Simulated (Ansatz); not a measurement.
**ClF₂H₃SiSn: one species, many methods**

One table from this session's results is given with a row withheld; the runs are named, their logs left out.

Computed with Ansatz 0.2.0, Gaussian basis. Level: functionals in def2-TZVPP, the program's frozen cores in correlated methods.

Levels to be run: LDA (SPW92), PBE-D4, revPBE-D4, BLYP-D4, r2SCAN-D4, B97M-V, PBE0-D4, B3LYP-D4, r2SCANh-D4, r2SCAN0-D4, HSE06-D4, BHLYP-D4, CAM-B3LYP-D4, LC-ωPBE, ωB97X-V, ωB97M-V, B2PLYP, PBE-QIDH; CCSD(T)/def2-SVP; CCSD(T)/def2-TZVPP; MP2/def2-QZVPP; extrapolation to the limit; RPA on PBE.

1 further run of the same task is left out (for a known fault of the program).

### The relaxed structure

All runs share one geometry, relaxed beforehand with PBE0-D4 in a triple-zeta def2 set. Sn takes the def2 core potential; no spin-orbit term is included.

SMILES `[F][Sn]([F])([SiH3])[Cl]`, 8 atoms, charge 0, spin multiplicity 1.

Atoms are counted from 1 here; the program's logs count them from 0.

Bond lengths: F1–Sn2 1.907 Å, Sn2–F3 1.907 Å, Sn2–Si4 2.563 Å, Sn2–Cl5 2.304 Å, Si4–H6 1.480 Å, Si4–H7 1.480 Å, Si4–H8 1.480 Å. Angles: F1–Sn2–F3 102.4°, F1–Sn2–Si4 112.7°, F1–Sn2–Cl5 105.1°, F3–Sn2–Si4 112.6°, F3–Sn2–Cl5 105.1°, Si4–Sn2–Cl5 117.5°, Sn2–Si4–H6 106.9°, Sn2–Si4–H7 106.6°, Sn2–Si4–H8 106.6°, H6–Si4–H7 112.2°, H6–Si4–H8 112.2°, H7–Si4–H8 112.0°.

Set-up of the first run:

File in.yaml:

```yaml
crystal:
  periodic: [false, false, false]
  atoms:
    - {symbol: F, position_ang: [1.750692, 0.213131, -1.883186]}
    - {symbol: Sn, position_ang: [0.869468, 0.675623, -0.256508]}
    - {symbol: F, position_ang: [2.287654, 0.594992, 1.015845]}
    - {symbol: Si, position_ang: [-1.056254, -0.917713, 0.311280]}
    - {symbol: Cl, position_ang: [0.371186, 2.915471, -0.459239]}
    - {symbol: H, position_ang: [-0.482663, -2.280688, 0.371018]}
    - {symbol: H, position_ang: [-1.594796, -0.480012, 1.618433]}
    - {symbol: H, position_ang: [-2.053088, -0.777804, -0.773642]}
basis:
  gaussian: {orbitals: def2-TZVPP}
hamiltonian: {xc: lda}
output: {orbitals: {seedname: orbitals}}
```

The run is started by

```console
ansatz run in.yaml --threads 4 --pin off --events-out ev --progress --plain --max-ram 10444MiB
```

Among the steps run: LDA; PBE-D4 (GGA); revPBE-D4 (GGA); BLYP-D4 (GGA); r2SCAN-D4 (meta-GGA); B97M-V (meta-GGA); B3LYP-D4 (hybrid); r2SCANh-D4 (hybrid); r2SCAN0-D4 (hybrid); HSE06-D4 (hybrid); BHLYP-D4 (hybrid); CAM-B3LYP-D4 (range-separated); LC-ωPBE (range-separated); ωB97X-V (range-separated); ωB97M-V (range-separated); B2PLYP (double hybrid); PBE-QIDH (double hybrid).

One table of the session follows, with a row left open; its other results are not shown here.

It belongs to the step «Orbital energies across the functionals». 

| functional | HOMO (eV) | LUMO (eV) | gap (eV) |
| --- | --- | --- | --- |
| LDA (SPW92) | -8.02 | -3.24 | 4.77 |
| PBE-D4 | -7.85 | -2.92 | 4.93 |
| revPBE-D4 | -7.79 | -2.80 | 4.99 |
| BLYP-D4 | -7.69 | -2.85 | 4.85 |
| r2SCAN-D4 | -8.20 | -2.67 | 5.53 |
| B97M-V | -8.29 | -2.68 | 5.61 |
| PBE0-D4 | -9.16 | -2.02 | 7.14 |
| B3LYP-D4 | -8.91 | -2.31 | 6.60 |
| r2SCANh-D4 | -8.67 | -2.35 | 6.32 |
| r2SCAN0-D4 | -9.38 | -1.87 | 7.51 |
| HSE06-D4 | -8.76 | -2.39 | 6.37 |
| BHLYP-D4 | -10.28 | -1.05 | 9.23 |
| CAM-B3LYP-D4 | -10.43 | -1.03 | 9.40 |
| LC-ωPBE | -11.72 | 0.20 | 11.92 |
| ωB97X-V | -11.39 | 0.11 | 11.50 |
| ωB97M-V | ? | ? | ? |

**Question.** Estimate the row for ωB97M-V.

**Answer.** HOMO (eV): -11.21; LUMO (eV): -0.09; gap (eV): 11.12. In the column «HOMO (eV)» it lies between ωB97X-V (-11.39) and CAM-B3LYP-D4 (-10.43).
